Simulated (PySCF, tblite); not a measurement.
# C2H5FGeNO radical: geometry, infrared bands and EPR parameters

Wanted: the infrared bands and EPR parameters of C2H5FGeNO radical (`CC(=O)[NH][GeH][F]`), by calculation.

The runs use tblite 0.8.0 and PySCF 2.14.0, with density-fitted response routines of our own; the level of theory stands in each step. All values are computed, except where a source is named. Atoms count from 0, in the outputs and in this text.

**1. Starting geometry**

11 atoms, charge 0, multiplicity 2; geometry from: force field or distance geometry start.

Bonds of the start (Å): C0–C1 1.48, C1–O2 1.27, C1–N3 1.43, N3–Ge4 1.87, Ge4–F5 1.76, C0–H6 1.11, C0–H7 1.12, C0–H8 1.11, N3–H9 1.04, Ge4–H10 1.54.

**2. Optimising the geometry with GFN2-xTB**

The job: settings as JSON, then the geometry in Å.

```
{"job": {"kind": "relax", "xc": "GFN2-xTB", "basis": "xTB"}, "charge": 0, "multiplicity": 2}
C     -1.834800     0.058800     0.050700
C     -0.380900     0.278300     0.224700
O      0.040900     1.174000     1.016200
N      0.556600    -0.559900    -0.458300
Ge     2.402300    -0.357000    -0.245700
F      2.863000     1.251200    -0.789300
H     -2.079200    -0.003300    -1.034600
H     -2.411200     0.910000     0.494700
H     -2.140500    -0.885000     0.553000
H      0.206300    -1.326900    -1.073700
H      2.783000    -0.537500     1.236300
```

Launch:

```console
$ OMP_NUM_THREADS=1 python probes_run.py task.json out
```

The driver reads the jobs from task.json and runs them one after another.

What it wrote:

```text
step      E/eV     max force
  0    -557.77617    3.944
  1    -557.99800    3.924
  2    -558.12433    0.781
  3    -558.16494    0.526
  4    -558.19766    0.487
  5    -558.21003    0.436
  6    -558.23137    0.338
  7    -558.24155    0.275
  8    -558.25090    0.249
  9    -558.25899    0.245
 10    -558.26612    0.275
 11    -558.27087    0.249
 12    -558.27458    0.233
 13    -558.27812    0.172
 14    -558.28112    0.167
 15    -558.28298    0.107
 16    -558.28420    0.079
 17    -558.28525    0.088
 18    -558.28624    0.115
 19    -558.28721    0.100
 20    -558.28825    0.090
 21    -558.28954    0.117
 22    -558.29105    0.126
 23    -558.29256    0.131
 24    -558.29411    0.158
 25    -558.29615    0.189
 26    -558.29916    0.206
 27    -558.30322    0.228
 28    -558.30717    0.158
 29    -558.30941    0.110
 30    -558.31059    0.114
 31    -558.31211    0.125
 32    -558.31425    0.138
 33    -558.31659    0.149
 34    -558.31878    0.145
 35    -558.32104    0.158
 36    -558.32343    0.163
 37    -558.32539    0.151
 38    -558.32640    0.120
 39    -558.32729    0.080
 40    -558.32778    0.068
 41    -558.32844    0.058
 42    -558.32909    0.069
 43    -558.32981    0.070
 44    -558.33047    0.084
 45    -558.33110    0.078
 46    -558.33155    0.062
 47    -558.33177    0.030
 48    -558.33186    0.026
 49    -558.33194    0.026
 50    -558.33206    0.042
 51    -558.33223    0.048
 52    -558.33246    0.041
 53    -558.33281    0.060
 54    -558.33338    0.082
 55    -558.33445    0.085
 56    -558.34169    0.326
 57    -558.33456    0.111
 58    -558.33382    0.064
 59    -558.33548    0.139
 60    -558.34546    0.458
 61    -558.33542    0.154
 62    -558.33467    0.100
 63    -558.32469    0.191
 64    -558.33488    0.081
 65    -558.33529    0.091
 66    -558.32777    0.132
 67    -558.33540    0.085
 68    -558.33689    0.117
 69    -558.33376    0.072
 70    -558.31604    0.255
 71    -558.33386    0.065
 72    -558.33452    0.059
 73    -558.33950    0.119
 74    -558.33322    0.071
 75    -558.31121    0.316
 76    -558.33332    0.067
 77    -558.33423    0.053
 78    -558.33685    0.057
 79    -558.33007    0.109
 80    -558.33689    0.060
 81    -558.35290    0.302
 82    -558.33660    0.081
 83    -558.33472    0.068
 84    -558.32623    0.163
 85    -558.33565    0.051
 86    -558.33755    0.070
 87    -558.33332    0.063
 88    -558.31107    0.310
 89    -558.33342    0.058
 90    -558.33435    0.044
 91    -558.33716    0.054
 92    -558.33035    0.098
 93    -558.33719    0.053
 94    -558.35445    0.308
 95    -558.33689    0.082
 96    -558.33490    0.068
 97    -558.32916    0.122
 98    -558.33644    0.051
 99    -558.34312    0.148
100    -558.33475    0.047
101    -558.33268    0.069
102    -558.33720    0.058
103    -558.35519    0.311
104    -558.33695    0.088
105    -558.33505    0.064
106    -558.33124    0.145
107    -558.33721    0.097
108    -558.35593    0.316
109    -558.33713    0.077
110    -558.33518    0.089
111    -558.33264    0.208
112    -558.33904    0.121
113    -558.33241    0.210
114    -558.30541    0.413
115    -558.33193    0.357
116    -558.33259    0.435
117    -558.33462    0.070
118    -558.33549    0.033
119    -558.34722    0.234
120    -558.33546    0.041
121    -558.33440    0.048
122    -558.34295    0.146
123    -558.33442    0.046
124    -558.33160    0.098
125    -558.33571    0.041
126    -558.33957    0.095
127    -558.33429    0.045
128    -558.32870    0.126
129    -558.33528    0.037
130    -558.33659    0.050
131    -558.33167    0.083
132    -558.33806    0.073
133    -558.36000    0.345
134    -558.33791    0.083
135    -558.33552    0.059
136    -558.33379    0.064
137    -558.34114    0.133
138    -558.33380    0.063
139    -558.32476    0.178
140    -558.33477    0.051
141    -558.33550    0.052
142    -558.32514    0.161
143    -558.33546    0.055
144    -558.33643    0.075
145    -558.33233    0.069
146    -558.33761    0.116
147    -558.35211    0.430
148    -558.33761    0.121
149    -558.33515    0.056
150    -558.32363    0.168
151    -558.33525    0.039
152    -558.33577    0.061
153    -558.33563    0.165
154    -558.33538    0.086
155    -558.33565    0.191
156    -558.33552    0.192
157    -558.33524    0.226
158    -558.33526    0.190
159    -558.33519    0.184
160    -558.33544    0.224
161    -558.33660    0.521
162    -558.33093    0.850
163    -558.29053    1.198
164    -558.32627    0.806
165    -558.32800    0.999
166    -558.34028    0.700
167    -558.34232    0.655
168    -558.34855    0.535
169    -558.35691    0.454
170    -558.38221    0.479
171    -558.44207    0.695
172    -558.43949    1.083
173    -558.48997    0.512
174    -558.51085    0.466
175    -558.53046    0.473
176    -558.54586    0.386
177    -558.57598    0.414
178    -558.59195    0.333
179    -558.60312    0.338
180    -558.61231    0.235
181    -558.62016    0.209
182    -558.62783    0.229
183    -558.63357    0.233
184    -558.63799    0.224
185    -558.64129    0.229
186    -558.64486    0.238
187    -558.64970    0.272
188    -558.65567    0.342
189    -558.66176    0.304
190    -558.66624    0.169
191    -558.66847    0.085
192    -558.66957    0.139
193    -558.67071    0.183
194    -558.67224    0.167
195    -558.67389    0.114
196    -558.67508    0.083
197    -558.67576    0.108
198    -558.67623    0.125
199    -558.67662    0.104
200    -558.67689    0.055
201    -558.67703    0.027
202    -558.67712    0.025
203    -558.67721    0.043
204    -558.67730    0.044
205    -558.67737    0.029
206    -558.67740    0.016
207    -558.67742    0.013
208    -558.67743    0.011
209    -558.67745    0.012
210    -558.67746    0.011
211    -558.67748    0.013
212    -558.67751    0.016
213    -558.67754    0.016
214    -558.67757    0.017
215    -558.67759    0.016
216    -558.67763    0.013
217    -558.67767    0.019
218    -558.67771    0.017
219    -558.67773    0.007
```

Wall time 0.93 s (1 thread of Arm Neoverse V2, shared host).

Along the way: (not every step is listed) (the energy doesn't fall at every step)

```csv
step,energy from step 0 (eV),largest force (eV/Å)
0,0.0000,3.9441
1,-0.2218,3.9244
2,-0.3482,0.7812
3,-0.3888,0.5255
4,-0.4215,0.4870
5,-0.4339,0.4365
6,-0.4552,0.3379
7,-0.4654,0.2750
8,-0.4747,0.2491
28,-0.5310,0.1585
48,-0.5557,0.0262
68,-0.5607,0.1169
88,-0.5349,0.3104
108,-0.5798,0.3165
128,-0.5525,0.1265
148,-0.5614,0.1209
168,-0.5724,0.5346
188,-0.8795,0.3423
208,-0.9013,0.0110
214,-0.9014,0.0174
215,-0.9014,0.0164
216,-0.9015,0.0130
217,-0.9015,0.0191
218,-0.9015,0.0172
219,-0.9016,0.0067
```

Distances of close pairs at the start and the end, largest changes first:

```csv
bond,before (Å),after (Å),change (Å)
O2–Ge4,3.084,2.044,-1.040
N3–Ge4,1.869,2.303,+0.434
Ge4–H10,1.541,1.726,+0.185
C1–N3,1.431,1.289,-0.142
Ge4–F5,1.759,1.808,+0.049
C0–H7,1.120,1.086,-0.034
N3–H9,1.044,1.011,-0.033
C0–H6,1.114,1.088,-0.027
```

The next job starts from the end point, and lists it.

**3. Harmonic vibrations with GFN2-xTB**

The job: settings as JSON, then the geometry in Å.

```
{"job": {"kind": "ir", "xc": "GFN2-xTB", "basis": "xTB"}, "charge": 0, "multiplicity": 2}
C     -1.756438     0.120773     0.021555
C     -0.282196    -0.163708     0.090358
O      0.416647     0.384929     1.003100
N      0.328978    -0.956363    -0.721732
Ge     2.244626    -0.248238     0.342932
F      2.459350     1.089389    -0.854414
H     -2.035395     0.397581    -0.992573
H     -2.000943     0.928646     0.705113
H     -2.311978    -0.772101     0.304542
H     -0.176275    -1.392252    -1.480736
H      3.119048     0.614015     1.555892
```

What it wrote:

```text
mode    cm-1     km/mol
  1     -45.7      0.56
  2      81.6      6.59
  3     119.7      1.22
  4     167.7     32.55
  5     186.1     15.60
  6     266.3     57.30
  7     409.3     35.27
  8     412.3    108.52
  9     423.1     21.63
 10     460.2      7.18
 11     550.3     64.58
 12     642.5     41.19
 13     656.8     44.63
 14     911.1    120.55
 15     952.8     38.08
 16    1002.2      7.36
 17    1006.8     27.43
 18    1101.2    120.56
 19    1366.6     11.09
 20    1389.9     51.09
 21    1449.8      7.70
 22    1455.2     10.34
 23    1598.7    326.72
 24    3017.4      6.01
 25    3034.2      5.45
 26    3060.6      3.69
 27    3416.7      0.26
```

Run time: 0.2 s. Hardware: 1 thread of Arm Neoverse V2, shared host.

Which atoms move in the most intense modes:

```csv
cm⁻¹,km/mol,atoms
266,57.3,"Ge4 46 %, C0 14 %, N3 12 %, O2 11 %"
412,108.5,"F5 61 %, Ge4 18 %"
550,64.6,"C1 47 %, N3 16 %, H8 12 %"
657,44.6,H9 81 %
911,120.5,H10 92 %
1101,120.6,"H9 67 %, N3 15 %, O2 12 %"
1390,51.1,"C1 57 %, O2 22 %"
1599,326.7,"C1 64 %, N3 29 %"
```

**4. EPR parameters: B3LYP/def2-TZVP-core+pcH-1**

The job, as its differences from that of step 3:

```diff
@@ -1,2 +1,2 @@
-{"job": {"kind": "ir", "xc": "GFN2-xTB", "basis": "xTB"}, "charge": 0, "multiplicity": 2}
+{"job": {"kind": "epr", "basis": "pcH-1"}, "charge": 0, "multiplicity": 2}
 C     -1.756438     0.120773     0.021555
```

With the program's defaults for keys left out, this is: UKS B3LYP, def2-TZVP-core on Ge, pcH-1 on C F H N O, non-relativistic, mean-field spin-orbit, GIAO.

What it wrote:

```text
UKS, coarse grid
  cycle   1  E = -2385.88376139  |g| = 1.51e+00
  cycle   2  E = -2384.85965010  |g| = 2.01e+00
  cycle   3  E = -2385.95650071  |g| = 7.44e-01
  cycle   4  E = -2386.10881248  |g| = 3.10e-01
  cycle   5  E = -2386.13382476  |g| = 1.46e-01
  cycle   6  E = -2386.14207672  |g| = 4.58e-02
  cycle   7  E = -2386.14266876  |g| = 1.41e-02
  cycle   8  E = -2386.14273783  |g| = 4.05e-03
  cycle   9  E = -2386.14274429  |g| = 1.16e-03
  cycle  10  E = -2386.14274486  |g| = 6.76e-04
UKS, final grid
  cycle   1  E = -2386.14269833  |g| = 8.81e-04
  cycle   2  E = -2386.14269792  |g| = 1.45e-03
  cycle   3  E = -2386.14269864  |g| = 1.61e-04
  cycle   4  E = -2386.14269865  |g| = 5.85e-05
  cycle   5  E = -2386.14269866  |g| = 4.08e-05
  cycle   6  E = -2386.14269866  |g| = 2.28e-05
E = -2386.14269866 Eh   <S^2> = 0.7579 (exact 0.7500)
g shifts (ppm)      1          2          3
  rmc          -185       -185       -185
  gc             23         31        -13
  oz_so      -10500       1326       3490
  total      -10662       1173       3293
hyperfine (MHz)  atom isotope    a_iso     a_fc   dipolar eigenvalues
    0   13C      13.13      13.13     -1.38     -1.29      2.67
    1   13C     -10.60     -10.64     -3.26     -0.17      3.43
    2   17O       6.52       6.55     -3.89      0.71      3.18
    3   14N      65.03      65.07     -8.34     -6.59     14.93
    4  73Ge    -387.29    -389.44    -36.41     15.03     21.38
    5   19F      12.90       8.95   -101.35    -73.45    174.80
    6    1H      -1.11      -1.11     -1.34     -0.89      2.24
    7    1H       3.08       3.08     -1.20     -0.26      1.46
    8    1H      -1.79      -1.79     -1.18     -0.79      1.97
    9    1H      16.64      16.66     -9.82     -3.75     13.58
   10    1H     609.66     609.70     -2.19     -0.76      2.95
```

Run time: 2.3 min. Hardware: 1 thread of Arm Neoverse V2, shared host; peak memory 1 GiB.

Principal g values 1.99166, 2.00349, 2.00561; g(iso) = 2.00025, against 2.00232 for a free electron.

Mean a(iso) over the nuclei that a row names, and the largest dipolar term of the row (other rows stand at the frozen geometry):

```csv
nuclei,isotope,a(iso) (MHz),"a(iso) (G, at g = 2.0023)",largest dipolar term (MHz)
H10,1H,609.7,217.5,2.9
Ge4,73Ge,-387.3,-138.2,-36.4
N3,14N,65.0,23.2,14.9
H9,1H,16.6,5.9,13.6
C0,13C,13.1,4.7,2.7
F5,19F,12.9,4.6,174.8
C1,13C,-10.6,-3.8,3.4
O2,17O,6.5,2.3,-3.9
"H6, H7, H8",1H,0.1,0.0,2.2
```

Mulliken spin populations:

```csv
atom,value (e)
C0,0.01
C1,-0.01
O2,0.00
N3,0.16
Ge4,0.44
F5,0.03
H6,0.00
H7,0.00
H8,0.00
H9,0.01
H10,0.36
```

In first order the couplings over 0.8 MHz of 1H, 14N, 19F give 24 distinct lines over 274.5 G, if the averaged nuclei exchange fast; the same motion can average rows kept apart here too.

The fields below are evaluated on a grid from the run's orbitals.

ELF in a plane through or near 7 of the atoms.

Ten even steps from '0' (0.00) to '9' (1.00):
```
0000000000000000000000000000
0000000000000000000000000000
0000000000000000000000000000
0000000000000000000000000000
0000256510001100033100000000
0003899920025510288510000000
0018999950278840599610000000
0039999961484730487510000000
0028999941485655635641000000
0003787322166717825862000000
0000123177211535646641000000
0000023233136784113210000000
0000023432268155100000000000
0000023442268699600000000000
0000002320034599930000000000
0000000000000289920000000000
0000000000000036300000000000
0000000000000000000000000000
0000000000000000000000000000
0000000000000000000000000000
```
The map spans 11.9 Å across and 9.1 Å up, centred on the molecule. Atoms in the plane (x, y in Å): C0 (1.7, 0.4), C1 (0.3, 0.0), O2 (-0.6, 1.0), N3 (-0.1, -1.2), Ge4 (-2.2, -0.2), H9 (0.5, -1.9), H10 (-3.3, 1.1).

On the surface of density 0.002 e/bohr³ the electrostatic potential runs, from the 1st to the 99th percentile, from -1.63 V near F5 to 1.97 V near H9.

The spin density lies nearest to Ge4 45 %; H10 31 %; N3 14 %.

**5. What came out**

```
                                                                  quantity                  value
                                 strongest single infrared mode (GFN2-xTB)  1599 cm⁻¹, 327 km/mol
                                              zero-point energy (GFN2-xTB)          41.7 kcal/mol
                                                            g(iso) (B3LYP)                2.00025
                                                                      ⟨S²⟩     0.758 (exact 0.75)
                                        largest a(iso) (averaged by class)   1H on H10, 609.7 MHz
potential on the surface of density 0.002 e/bohr³, 1st and 99th percentile     -1.63 V and 1.97 V
```

**Reading.** Over 219 steps the energy fell by 0.902 eV; of the close pairs, O2–Ge4 changed most, 3.084 to 2.044 Å. That is a new bond, so the results belong to the closed-up structure, not to the formula as drawn. The frame itself reshapes: O2···Ge4 goes from 3.08 to 2.04 Å, N3···Ge4 goes from 1.87 to 2.30 Å. The lowest mode is imaginary (46i cm⁻¹), so the xTB geometry is not a minimum: the zero-point energy counts the real modes alone, and all values at this geometry belong to a saddle point. The strongest single mode, at 1599 cm⁻¹, moves mainly C1. Unscaled tight-binding wavenumbers are off by several per cent, some by more. Its intensities can rank the bands wrongly. The largest spin populations lie on Ge4 (0.44 e), H10 (0.36 e). The isotropic g lies 2.1 ppt below the free-electron value. The hyperfine terms hold no scalar relativity, which the heavier nuclei need. These values are for one conformer; the search (at its own cheap level) found 2 more, at 0.87, 0.96 kcal/mol, and measured spectra average over such forms.
